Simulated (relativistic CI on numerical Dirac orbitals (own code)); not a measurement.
# Sb³⁺: one ion under different settings

How much do the settings matter for Sb³⁺? One ion, several inputs.

Program: relativistic CI on numerical Dirac orbitals (own code) version 3. Level of theory: Dirac-Coulomb-Breit CI, KLI orbitals optimised for each configuration, model QED (radiative potential, 1s self-energy scaled to tabulated hydrogen-like ionisation energies), numerical settings as typed. These are calculated values, not measurements, unless marked.

### Step 1. What is computed

* ion: Sb³⁺ (Sb IV)
* nuclear charge: 51
* electrons: 48
* isotope: A = 121

### Step 2. The usual input

The run's settings:

```ini
atom Sb  Z=51  charge=3  electrons=48
nucleus A=121  rms_radius_fm=4.6802
hamiltonian dirac-coulomb  breit=on  qed=on  c_scale=1
orbitals kli  potential=per-configuration
slater_scale 1
correlation none
mixing on
grid step=0.0125 r_max=50.3
scf mixing=0.4 start=green max_iterations=150 tolerance=2e-08 node_fill=0.05
configurations
  [Kr] 4d10 5s2
  [Kr] 4d10 5s 5p
  [Kr] 4d10 5p2
  [Kr] 4d10 5s 5d
  [Kr] 4d10 5s 5f
end
```

Launch:

```sh
$ python run_levels.py task.json out
```

task.json lists these runs, among others, and the program works through them in turn.

### Step 3. Breit term off, speed-of-light factor 1.25, Slater scale 0.5

Changes to the settings of step 2:

```diff
@@ -2,5 +2,5 @@
 nucleus A=121  rms_radius_fm=4.6802
-hamiltonian dirac-coulomb  breit=on  qed=on  c_scale=1
+hamiltonian dirac-coulomb  breit=off  qed=on  c_scale=1.25
 orbitals kli  potential=per-configuration
-slater_scale 1
+slater_scale 0.5
 correlation none
```

### Step 4. Potential mixing 0.2

The run's settings:

```ini
atom Sb  Z=51  charge=3  electrons=48
nucleus A=121  rms_radius_fm=4.6802
hamiltonian dirac-coulomb  breit=on  qed=on  c_scale=1
orbitals kli  potential=per-configuration
slater_scale 1
correlation none
mixing on
grid step=0.0125 r_max=50.3
scf mixing=0.2 start=green max_iterations=150 tolerance=2e-08 node_fill=0.05
configurations
  [Kr] 4d10 5s2
  [Kr] 4d10 5s 5p
  [Kr] 4d10 5p2
  [Kr] 4d10 5s 5d
  [Kr] 4d10 5s 5f
end
```

### Step 5. Slater scale 1.2

Changes to the settings of step 4:

```diff
@@ -4,3 +4,3 @@
 orbitals kli  potential=per-configuration
-slater_scale 1
+slater_scale 1.2
 correlation none
@@ -8,3 +8,3 @@
 grid step=0.0125 r_max=50.3
-scf mixing=0.2 start=green max_iterations=150 tolerance=2e-08 node_fill=0.05
+scf mixing=0.4 start=green max_iterations=150 tolerance=2e-08 node_fill=0.05
 configurations
```

### Step 6. Node fill 0, iteration limit 20, start potential previous

Changes to the settings of step 5:

```diff
@@ -4,3 +4,3 @@
 orbitals kli  potential=per-configuration
-slater_scale 1.2
+slater_scale 1
 correlation none
@@ -8,3 +8,3 @@
 grid step=0.0125 r_max=50.3
-scf mixing=0.4 start=green max_iterations=150 tolerance=2e-08 node_fill=0.05
+scf mixing=0.4 start=previous max_iterations=20 tolerance=2e-08 node_fill=0
 configurations
```

(Steps that only read results are left out.)

What does the calculation give? Wanted: lowest level, usual settings; total energy; first excitation.

As calculated:

| setting | total energy less usual (Ha) | largest shift of a level among the lowest eight of both runs, same label and place (cm⁻¹) | SCF iterations | time | lowest level | kind of change |
| --- | --- | --- | --- | --- | --- | --- |
| usual | 0 | 0 | 58 | 0.51 s | 5s2 1S0 | - |
| Breit term off, speed-of-light factor 1.25, Slater scale 0.5 | 57.7 | 23200 | 57 | 0.49 s | 5s2 1S0 | unphysical constant |
| potential mixing 0.2 | 0 | 0 | 69 | 0.56 s | 5s2 1S0 | numerical |
| Slater scale 1.2 | -0.0115 | 8390 | 58 | 0.51 s | 5s2 1S0 | model term |
| node fill 0, iteration limit 20, start potential previous | 0.00418 | 93.6 | 50 | 0.46 s | 5s2 1S0 | numerical |

| quantity | value |
| --- | --- |
| lowest level, usual settings | 5s2 1S0 |
| total energy | -6470.9058 Ha |
| first excitation | 59360 cm⁻¹ |

What this shows: Among the runs whose levels can be followed, they move most under «Breit term off, speed-of-light factor 1.25, Slater scale 0.5» (unphysical constant), by up to 23200 cm⁻¹. No visible change in the result comes from «potential mixing 0.2». Only the listed configurations are in the model. Near neutrality, missing correlation can shift configurations against each other by thousands of cm⁻¹.
